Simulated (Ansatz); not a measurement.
**AlBrH2O2 + H2: a complex and its separated parts**

The complex below is one end of an elementary step. How strongly is it bound against its free parts?

Computed with Ansatz 0.2.0, Gaussian basis. Level: PBE0-D4/def2-TZVP structures, single points in def2-TZVPP, no counterpoise correction.

Levels: SPW92, PBE-D4, BLYP-D4, r2SCAN-D4, B97M-V, PBE0-D4, B3LYP-D4, r2SCAN0-D4, BHLYP-D4, CAM-B3LYP-D4, wB97X-V, wB97M-V, B2PLYP, PBE-QIDH, RPA on PBE, Hartree-Fock, MP2, CCSD, CCSD(T).

Cores are frozen in the correlated methods. Filled d shells of the heavier atoms are correlated. B3LYP uses VWN-RPA correlation. B2PLYP carries no dispersion term here.

56 further runs of the same task are left out: 56 set aside as unsound or not needed.

## 1. Starting geometry

The complex: 8 atoms, charge 0, spin multiplicity 1.

Atoms are counted from 1 here; the program's logs count them from 0.

Bond lengths: Al1–O3 1.688 Å, Al1–O4 1.688 Å, Al1–Br6 2.238 Å, H2–H5 0.753 Å, O3–H7 0.955 Å, O4–H8 0.955 Å. Angles: O3–Al1–O4 125.7°, O3–Al1–Br6 116.9°, O4–Al1–Br6 116.9°, Al1–O3–H7 125.0°, Al1–O4–H8 125.0°.

Coordinates:

| atom | x (Å) | y (Å) | z (Å) |
| --- | --- | --- | --- |
| Al1 | 0.3798 | 0.4965 | 0.1290 |
| H2 | 0.2493 | -1.7672 | -0.5620 |
| O3 | -0.1139 | 0.7916 | -1.4578 |
| O4 | -0.6310 | 0.4303 | 1.4789 |
| H5 | 0.1308 | -1.8617 | 0.1760 |
| Br6 | 2.5846 | 0.4689 | 0.5144 |
| H7 | -1.0186 | 0.9190 | -1.7349 |
| H8 | -1.5810 | 0.5226 | 1.4566 |

Its parts: AlBrH2O2 holds atoms 1, 3, 4, 6, 7, 8; H2 holds atoms 2, 5. Each part counts its atoms afresh in its own runs.

## 2. Relaxing AlBrH2O2 alone

relax-a/in.yaml

```yaml
crystal:
  periodic: [false, false, false]
  atoms:
    - {symbol: Al, position_ang: [0.379783, 0.496527, 0.128961]}
    - {symbol: O, position_ang: [-0.113850, 0.791594, -1.457834]}
    - {symbol: O, position_ang: [-0.630998, 0.430340, 1.478904]}
    - {symbol: Br, position_ang: [2.584642, 0.468869, 0.514374]}
    - {symbol: H, position_ang: [-1.018633, 0.918974, -1.734894]}
    - {symbol: H, position_ang: [-1.581045, 0.522621, 1.456550]}
basis:
  gaussian: {orbitals: def2-TZVP}
hamiltonian: {xc: pbe0, dispersion: d4}
relax: {f_tol: 0.005, max_steps: 200}
```

Run with:

```sh
ansatz run in.yaml --threads 4 --pin off --events-out ev --progress --plain --max-ram 9574MiB
```

What it wrote (excerpt; [...] marks lines left out):

```text
Functional definition: PBE0
  name "PBE0"
  cite "Adamo & Barone, J. Chem. Phys. 110, 6158 (1999) doi:10.1063/1.478522"
  cite "Perdew, Burke & Ernzerhof, Phys. Rev. Lett. 77, 3865 (1996) doi:10.1103/PhysRevLett.77.3865"
  parent pbe
[...]
1082 factors; their error is unknown
[...]
mean field -80761.39067832 eV, -2967.9263653916 hartree, gradient 1.2e-5 eV, S^2 0.000000; 0 other end points of the search recorded, 0 dependent functions left out
[...]
reference -80761.39070646 eV, -2967.9263664256 hartree; 33, 33 occupied and 126, 126 virtual orbitals, 1082 factors
[...]
reference -80761.40658718 eV, -2967.9269500313 hartree; 33, 33 occupied and 126, 126 virtual orbitals, 1082 factors
Total energy: -80761.50896078 eV, -2967.9307121917 hartree
Atom 0 at     0.385197     0.575051     0.139701 Å, force    -0.002505     0.000372    -0.000372 eV/Å
Atom 1 at    -0.113395     0.806497    -1.451936 Å, force     0.001244    -0.000313     0.000368 eV/Å
Atom 2 at    -0.629555     0.444306     1.477107 Å, force     0.001341    -0.000262     0.000024 eV/Å
Atom 3 at     2.581443     0.429104     0.508682 Å, force     0.000060     0.000002     0.000009 eV/Å
Atom 4 at    -1.020753     0.884245    -1.739167 Å, force    -0.000388    -0.000121     0.001811 eV/Å
Atom 5 at    -1.583040     0.489722     1.451674 Å, force     0.000248     0.000322    -0.001841 eV/Å
Dipole moment:    -0.712981     0.047177    -0.119800 e Å
```

It took 27 s on 4 threads of Intel Xeon at 2.50GHz, shared host.

Relaxation path:

| step | energy from step 1 (eV) | largest force component (eV/Å) |
| --- | --- | --- |
| 1 | 0.0000 | 0.3536 |
| 2 | -0.0136 | 0.1080 |
| 3 | -0.0159 | 0.0417 |
| 4 | -0.0160 | 0.0082 |
| 5 | -0.0160 | 0.0025 |

Close pairs (by a distance rule), those that changed most:

| bond | before (Å) | after (Å) | change (Å) |
| --- | --- | --- | --- |
| Al1–Br4 | 2.238 | 2.232 | -0.007 |
| Al1–O2 | 1.688 | 1.684 | -0.004 |
| Al1–O3 | 1.688 | 1.684 | -0.004 |
| O3–H6 | 0.955 | 0.955 | +0.000 |
| O2–H5 | 0.955 | 0.955 | +0.000 |

## 3. Relaxing H2 alone

relax-b/in.yaml

```yaml
crystal:
  periodic: [false, false, false]
  atoms:
    - {symbol: H, position_ang: [0.249299, -1.767192, -0.562046]}
    - {symbol: H, position_ang: [0.130801, -1.861734, 0.175983]}
basis:
  gaussian: {orbitals: def2-TZVP}
hamiltonian: {xc: pbe0, dispersion: d4}
relax: {f_tol: 0.005, max_steps: 200}
```

Run with:

```sh
ansatz run in.yaml --threads 4 --pin off --events-out ev --progress --plain --max-ram 9574MiB
```

What it wrote (excerpt; [...] marks lines left out):

```text
[... 5 set-up lines as earlier in the session ...]
[...]
88 factors; their error is unknown
[...]
mean field -31.78769726 eV, -1.1681763277 hartree, gradient 1.7e-5 eV, S^2 0.000000; 0 other end points of the search recorded, 0 dependent functions left out
[...]
reference -31.78866848 eV, -1.1682120196 hartree; 1, 1 occupied and 11, 11 virtual orbitals, 88 factors
Total energy: -31.79027505 eV, -1.1682710598 hartree
Atom 0 at     0.248730    -1.767646    -0.558500 Å, force    -0.000451    -0.000360     0.002810 eV/Å
Atom 1 at     0.131370    -1.861280     0.172437 Å, force     0.000451     0.000360    -0.002810 eV/Å
Dipole moment:     0.000000    -0.000000     0.000000 e Å
```

It took 0.46 s on 4 threads of Intel Xeon at 2.50GHz, shared host.

Relaxation path:

| step | energy from step 1 (eV) | largest force component (eV/Å) |
| --- | --- | --- |
| 1 | 0.0000 | 0.2530 |
| 2 | -0.0010 | 0.0028 |

The bond:

| bond | before (Å) | after (Å) | change (Å) |
| --- | --- | --- | --- |
| H1–H2 | 0.753 | 0.746 | -0.007 |

## 4. SPW92/def2-TZVPP

parta/in.yaml

```yaml
crystal:
  periodic: [false, false, false]
  atoms:
    - {symbol: Al, position_ang: [0.385197, 0.575051, 0.139701]}
    - {symbol: O, position_ang: [-0.113395, 0.806497, -1.451936]}
    - {symbol: O, position_ang: [-0.629555, 0.444306, 1.477107]}
    - {symbol: Br, position_ang: [2.581443, 0.429104, 0.508682]}
    - {symbol: H, position_ang: [-1.020753, 0.884245, -1.739167]}
    - {symbol: H, position_ang: [-1.583040, 0.489722, 1.451674]}
basis:
  gaussian: {orbitals: def2-TZVPP}
hamiltonian: {xc: lda}
```

partb/in.yaml

```yaml
crystal:
  periodic: [false, false, false]
  atoms:
    - {symbol: H, position_ang: [0.248730, -1.767646, -0.558500]}
    - {symbol: H, position_ang: [0.131370, -1.861280, 0.172437]}
basis:
  gaussian: {orbitals: def2-TZVPP}
hamiltonian: {xc: lda}
```

The same command starts each run, in its folder.

Run with:

```sh
ansatz run in.yaml --threads 4 --pin off --events-out ev --progress --plain --max-ram 9574MiB
```

parta printed (excerpt; [...] marks lines left out):

```text
Functional definition: SPW92
  name "SPW92"
  cite "Dirac, Proc. Camb. Phil. Soc. 26, 376 (1930) doi:10.1017/S0305004100016108"
  cite "Slater, Phys. Rev. 81, 385 (1951) doi:10.1103/PhysRev.81.385"
  cite "Perdew & Wang, Phys. Rev. B 45, 13244 (1992) doi:10.1103/PhysRevB.45.13244"
[...]
1065 factors; their error is unknown
[...]
mean field -80622.33320249 eV, -2962.8160974114 hartree, gradient 4.9e-5 eV, S^2 0.000000; 0 other end points of the search recorded, 0 dependent functions left out
reference -80622.33323893 eV, -2962.8160987504 hartree; 33, 33 occupied and 147, 147 virtual orbitals, 1065 factors
Total energy: -80622.33323893 eV, -2962.8160987504 hartree
```

Log of partb (excerpt; [...] marks lines left out):

```text
[... 5 set-up lines as earlier in the session ...]
[...]
118 factors; their error is unknown
[...]
mean field -30.93531894 eV, -1.1368520024 hartree, gradient 4.4e-5 eV, S^2 0.000000; 0 other end points of the search recorded, 0 dependent functions left out
reference -30.93533962 eV, -1.1368527623 hartree; 1, 1 occupied and 27, 27 virtual orbitals, 118 factors
Total energy: -30.93533962 eV, -1.1368527623 hartree
```

They took 1.6 s (parta), 0.2 s (partb) on 4 threads of Intel Xeon at 2.50GHz, shared host.

## 5. PBE-D4/def2-TZVPP

Each input of step 4 (parta, partb) changes in the same lines:

```diff
-hamiltonian: {xc: lda}
+hamiltonian: {xc: pbe, dispersion: d4}
```

The same command starts each run, in its folder.

Run with:

```sh
ansatz run in.yaml --threads 4 --pin off --events-out ev --progress --plain --max-ram 9574MiB
```

parta printed (excerpt; [...] marks lines left out):

```text
Functional definition: PBE
  name "PBE"
[... 2 set-up lines as earlier in the session ...]
[...]
1065 factors; their error is unknown
[...]
mean field -80758.46108718 eV, -2967.8187049029 hartree, gradient 3.8e-5 eV, S^2 0.000000; 0 other end points of the search recorded, 0 dependent functions left out
reference -80758.46112615 eV, -2967.8187063351 hartree; 33, 33 occupied and 147, 147 virtual orbitals, 1065 factors
Total energy: -80758.58109388 eV, -2967.8231150679 hartree
```

partb printed (excerpt; [...] marks lines left out):

```text
[... 4 set-up lines as earlier in the session ...]
[...]
118 factors; their error is unknown
[...]
mean field -31.73222739 eV, -1.1661378476 hartree, gradient 3.1e-5 eV, S^2 0.000000; 0 other end points of the search recorded, 0 dependent functions left out
reference -31.73224906 eV, -1.1661386442 hartree; 1, 1 occupied and 27, 27 virtual orbitals, 118 factors
Total energy: -31.73426830 eV, -1.1662128499 hartree
```

They took 2.2 s (parta), 0.2 s (partb) on 4 threads of Intel Xeon at 2.50GHz, shared host.

## 6. BLYP-D4/def2-TZVPP

The same edit goes into each in.yaml of step 5 (parta, partb):

```diff
-hamiltonian: {xc: pbe, dispersion: d4}
+hamiltonian: {xc: {name: BLYP}, dispersion: d4}
```

One command serves all of them, each in its own folder.

Run with:

```sh
ansatz run in.yaml --threads 4 --pin off --events-out ev --progress --plain --max-ram 9574MiB
```

Log of parta (excerpt; [...] marks lines left out):

```text
Functional definition: BLYP
  name "BLYP"
  cite "Becke, Phys. Rev. A 38, 3098 (1988) doi:10.1103/PhysRevA.38.3098"
  cite "Lee, Yang & Parr, Phys. Rev. B 37, 785 (1988) doi:10.1103/PhysRevB.37.785"
[...]
1065 factors; their error is unknown
[...]
mean field -80777.30231790 eV, -2968.5111073609 hartree, gradient 5.4e-5 eV, S^2 0.000000; 0 other end points of the search recorded, 0 dependent functions left out
reference -80777.30263943 eV, -2968.5111191767 hartree; 33, 33 occupied and 147, 147 virtual orbitals, 1065 factors
Total energy: -80777.55931053 eV, -2968.5205516658 hartree
```

partb printed (excerpt; [...] marks lines left out):

```text
[... 4 set-up lines as earlier in the session ...]
[...]
118 factors; their error is unknown
[...]
mean field -31.82604723 eV, -1.1695856631 hartree, gradient 8.3e-5 eV, S^2 0.000000; 0 other end points of the search recorded, 0 dependent functions left out
reference -31.82623965 eV, -1.1695927346 hartree; 1, 1 occupied and 27, 27 virtual orbitals, 118 factors
Total energy: -31.83113758 eV, -1.1697727303 hartree
```

Times: 2.4 s (parta), 0.2 s (partb) on 4 threads of Intel Xeon at 2.50GHz, shared host.

## 7. r2SCAN-D4/def2-TZVPP

Each input of step 6 (parta, partb) changes in the same lines:

```diff
-hamiltonian: {xc: {name: BLYP}, dispersion: d4}
+hamiltonian: {xc: r2scan, dispersion: d4}
```

One command serves all of them, each in its own folder.

Run with:

```sh
ansatz run in.yaml --threads 4 --pin off --events-out ev --progress --plain --max-ram 9574MiB
```

Output in parta (excerpt; [...] marks lines left out):

```text
Functional definition: r2SCAN
  name "r2SCAN"
  cite "Furness, Kaplan, Ning, Perdew & Sun, J. Phys. Chem. Lett. 11, 8208 (2020) doi:10.1021/acs.jpclett.0c02405"
  cite "Furness, Kaplan, Ning, Perdew & Sun, J. Phys. Chem. Lett. 11, 9248 (2020) doi:10.1021/acs.jpclett.0c03077"
  parent r2scan
[...]
1065 factors; their error is unknown
[...]
mean field -80774.09791600 eV, -2968.3933477631 hartree, gradient 6.7e-5 eV, S^2 0.000000; 0 other end points of the search recorded, 0 dependent functions left out
reference -80774.09792715 eV, -2968.3933481726 hartree; 33, 33 occupied and 147, 147 virtual orbitals, 1065 factors
Total energy: -80774.12528902 eV, -2968.3943537031 hartree
```

partb printed (excerpt; [...] marks lines left out):

```text
[... 5 set-up lines as earlier in the session ...]
[...]
118 factors; their error is unknown
[...]
mean field -31.87204518 eV, -1.1712760567 hartree, gradient 4.1e-5 eV, S^2 0.000000; 0 other end points of the search recorded, 0 dependent functions left out
reference -31.87205180 eV, -1.1712762999 hartree; 1, 1 occupied and 27, 27 virtual orbitals, 118 factors
Total energy: -31.87255318 eV, -1.1712947255 hartree
```

They took 4.1 s (parta), 0.56 s (partb) on 4 threads of Intel Xeon at 2.50GHz, shared host.

## 8. B97M-V/def2-TZVPP

Each input of step 7 (parta, partb) changes in the same lines:

```diff
-hamiltonian: {xc: r2scan, dispersion: d4}
+hamiltonian: {xc: {name: B97M-V}}
```

One command serves all of them, each in its own folder.

Run with:

```sh
ansatz run in.yaml --threads 4 --pin off --events-out ev --progress --plain --max-ram 9574MiB
```

parta printed (excerpt; [...] marks lines left out):

```text
Functional definition: B97M-V
  name "B97M-V"
  cite "Mardirossian & Head-Gordon, J. Chem. Phys. 142, 074111 (2015) doi:10.1063/1.4907719"
  cite "Becke, J. Chem. Phys. 107, 8554 (1997) doi:10.1063/1.475007"
  cite "Vydrov & Van Voorhis, J. Chem. Phys. 133, 244103 (2010) doi:10.1063/1.3521275"
  # Of w^i u^j: cxij and so on, Table III.
[...]
  gx(w, u) = cx00 + cx01*u + cx02*u^2 + (cx10 + cx11*u)*w
[...]
  gos(w, u) = cos00 + cos01*u + cos03*u^3 + cos10*w + cos32*w^3*u^2
[...]
      + integral(e_c_pw_mod_opposite_spin*gos(b97_w_opposite, b97_u_opposite)) + vv10(b, c)
1065 factors; their error is unknown
[...]
mean field -80761.63418364 eV, -2967.9353140471 hartree, gradient 5.3e-5 eV, S^2 0.000000; 0 other end points of the search recorded, 0 dependent functions left out
reference -80761.63423945 eV, -2967.9353160979 hartree; 33, 33 occupied and 147, 147 virtual orbitals, 1065 factors
Total energy: -80761.63423945 eV, -2967.9353160979 hartree
```

Output in partb (excerpt; [...] marks lines left out):

```text
[... 5 set-up lines as earlier in the session ...]
  # Of w^i u^j: cxij and so on, Table III.
[...]
  gx(w, u) = cx00 + cx01*u + cx02*u^2 + (cx10 + cx11*u)*w
  gss(w, u) = css00 + css02*u^2 + css10*w + (css32*w^3 + css42*w^4)*u^2
  gos(w, u) = cos00 + cos01*u + cos03*u^3 + cos10*w + cos32*w^3*u^2
[...]
      + integral(e_c_pw_mod_opposite_spin*gos(b97_w_opposite, b97_u_opposite)) + vv10(b, c)
118 factors; their error is unknown
[...]
mean field -31.90527688 eV, -1.1724972993 hartree, gradient 8.2e-6 eV, S^2 0.000000; 0 other end points of the search recorded, 0 dependent functions left out
reference -31.90530657 eV, -1.1724983901 hartree; 1, 1 occupied and 27, 27 virtual orbitals, 118 factors
Total energy: -31.90530657 eV, -1.1724983901 hartree
```

Times: 8 s (parta), 0.4 s (partb) on 4 threads of Intel Xeon at 2.50GHz, shared host.

## 9. PBE0-D4/def2-TZVPP

Each input of step 8 (parta, partb) changes in the same lines:

```diff
-hamiltonian: {xc: {name: B97M-V}}
+hamiltonian: {xc: pbe0, dispersion: d4}
+output: {orbitals: {seedname: orbitals}}
```

The same command starts each run, in its folder.

Run with:

```sh
ansatz run in.yaml --threads 4 --pin off --events-out ev --progress --plain --max-ram 9574MiB
```

parta printed (excerpt; [...] marks lines left out):

```text
[... 5 set-up lines as earlier in the session ...]
[...]
1133 factors; their error is unknown
[...]
mean field -80761.50646880 eV, -2967.9306206132 hartree, gradient 7.4e-5 eV, S^2 0.000000; 0 other end points of the search recorded, 0 dependent functions left out
reference -80761.50649740 eV, -2967.9306216642 hartree; 33, 33 occupied and 147, 147 virtual orbitals, 1133 factors
Total energy: -80761.60887100 eV, -2967.9343838247 hartree
```

Output in partb (excerpt; [...] marks lines left out):

```text
[... 5 set-up lines as earlier in the session ...]
[...]
118 factors; their error is unknown
[...]
mean field -31.79610656 eV, -1.1684853639 hartree, gradient 5.5e-5 eV, S^2 0.000000; 0 other end points of the search recorded, 0 dependent functions left out
reference -31.79612255 eV, -1.1684859516 hartree; 1, 1 occupied and 27, 27 virtual orbitals, 118 factors
Total energy: -31.79772912 eV, -1.1685449918 hartree
```

Wall times: 4 s (parta), 0.25 s (partb) on 4 threads of Intel Xeon at 2.50GHz, shared host.

## 10. B3LYP-D4/def2-TZVPP

Each input of step 9 (parta, partb) changes in the same lines:

```diff
-hamiltonian: {xc: pbe0, dispersion: d4}
-output: {orbitals: {seedname: orbitals}}
+hamiltonian: {xc: {name: B3LYP}, dispersion: d4}
```

Each run has its own folder and the same command.

Run with:

```sh
ansatz run in.yaml --threads 4 --pin off --events-out ev --progress --plain --max-ram 9574MiB
```

parta printed (excerpt; [...] marks lines left out):

```text
Functional definition: B3LYP
  name "B3LYP"
  cite "Stephens, Devlin, Chabalowski & Frisch, J. Phys. Chem. 98, 11623 (1994) doi:10.1021/j100096a001"
[... 2 set-up lines as earlier in the session ...]
  cite "Vosko, Wilk & Nusair, Can. J. Phys. 58, 1200 (1980) doi:10.1139/p80-159"
[...]
1126 factors; their error is unknown
[...]
mean field -80778.52916112 eV, -2968.5561930175 hartree, gradient 3.8e-5 eV, S^2 0.000000; 0 other end points of the search recorded, 0 dependent functions left out
reference -80778.52940069 eV, -2968.5562018216 hartree; 33, 33 occupied and 147, 147 virtual orbitals, 1126 factors
Total energy: -80778.72572292 eV, -2968.5634165306 hartree
```

Log of partb (excerpt; [...] marks lines left out):

```text
[... 6 set-up lines as earlier in the session ...]
[...]
118 factors; their error is unknown
[...]
mean field -32.10922372 eV, -1.1799922072 hartree, gradient 4.6e-5 eV, S^2 0.000000; 0 other end points of the search recorded, 0 dependent functions left out
reference -32.10936582 eV, -1.1799974294 hartree; 1, 1 occupied and 27, 27 virtual orbitals, 118 factors
Total energy: -32.11251693 eV, -1.1801132306 hartree
```

Times: 3.8 s (parta), 0.3 s (partb) on 4 threads of Intel Xeon at 2.50GHz, shared host.

## 11. r2SCAN0-D4/def2-TZVPP

The same edit goes into each in.yaml of step 10 (parta, partb):

```diff
-hamiltonian: {xc: {name: B3LYP}, dispersion: d4}
+hamiltonian: {xc: {name: r2SCAN0}, dispersion: d4}
```

One command serves all of them, each in its own folder.

Run with:

```sh
ansatz run in.yaml --threads 4 --pin off --events-out ev --progress --plain --max-ram 9574MiB
```

Output in parta (excerpt; [...] marks lines left out):

```text
Functional definition: r2SCAN0
  name "r2SCAN0"
  cite "Bursch, Neugebauer, Ehlert & Grimme, J. Chem. Phys. 156, 134105 (2022) doi:10.1063/5.0086040"
[... 3 set-up lines as earlier in the session ...]
[...]
1133 factors; their error is unknown
[...]
mean field -80773.31264926 eV, -2968.3644897425 hartree, gradient 6.6e-5 eV, S^2 0.000000; 0 other end points of the search recorded, 0 dependent functions left out
reference -80773.31265806 eV, -2968.3644900661 hartree; 33, 33 occupied and 147, 147 virtual orbitals, 1133 factors
Total energy: -80773.34611774 eV, -2968.3657196865 hartree
```

Log of partb (excerpt; [...] marks lines left out):

```text
[... 6 set-up lines as earlier in the session ...]
[...]
118 factors; their error is unknown
[...]
mean field -31.85186041 eV, -1.1705342800 hartree, gradient 1.4e-5 eV, S^2 0.000000; 0 other end points of the search recorded, 0 dependent functions left out
reference -31.85186553 eV, -1.1705344684 hartree; 1, 1 occupied and 27, 27 virtual orbitals, 118 factors
Total energy: -31.85240691 eV, -1.1705543637 hartree
```

Times: 5.5 s (parta), 0.55 s (partb) on 4 threads of Intel Xeon at 2.50GHz, shared host.

## 12. BHLYP-D4/def2-TZVPP

Each input of step 11 (parta, partb) changes in the same lines:

```diff
-hamiltonian: {xc: {name: r2SCAN0}, dispersion: d4}
+hamiltonian: {xc: {name: BHLYP}, dispersion: d4}
```

Each run has its own folder and the same command.

Run with:

```sh
ansatz run in.yaml --threads 4 --pin off --events-out ev --progress --plain --max-ram 9574MiB
```

Output in parta (excerpt; [...] marks lines left out):

```text
Functional definition: BHLYP
  name "BHLYP"
  cite "Becke, J. Chem. Phys. 98, 1372 (1993) doi:10.1063/1.464304"
[... 2 set-up lines as earlier in the session ...]
[...]
1232 factors; their error is unknown
[...]
mean field -80775.05822605 eV, -2968.4286385065 hartree, gradient 7.4e-5 eV, S^2 0.000000; 0 other end points of the search recorded, 0 dependent functions left out
reference -80775.05838619 eV, -2968.4286443914 hartree; 33, 33 occupied and 147, 147 virtual orbitals, 1232 factors
Total energy: -80775.22937756 eV, -2968.4349282083 hartree
```

partb printed (excerpt; [...] marks lines left out):

```text
[... 5 set-up lines as earlier in the session ...]
[...]
118 factors; their error is unknown
[...]
mean field -31.83804293 eV, -1.1700264972 hartree, gradient 5.6e-5 eV, S^2 0.000000; 0 other end points of the search recorded, 0 dependent functions left out
reference -31.83813850 eV, -1.1700300091 hartree; 1, 1 occupied and 27, 27 virtual orbitals, 118 factors
Total energy: -31.83988210 eV, -1.1700940854 hartree
```

Wall times: 3.7 s (parta), 0.25 s (partb) on 4 threads of Intel Xeon at 2.50GHz, shared host.

[end of part 1 of 2]
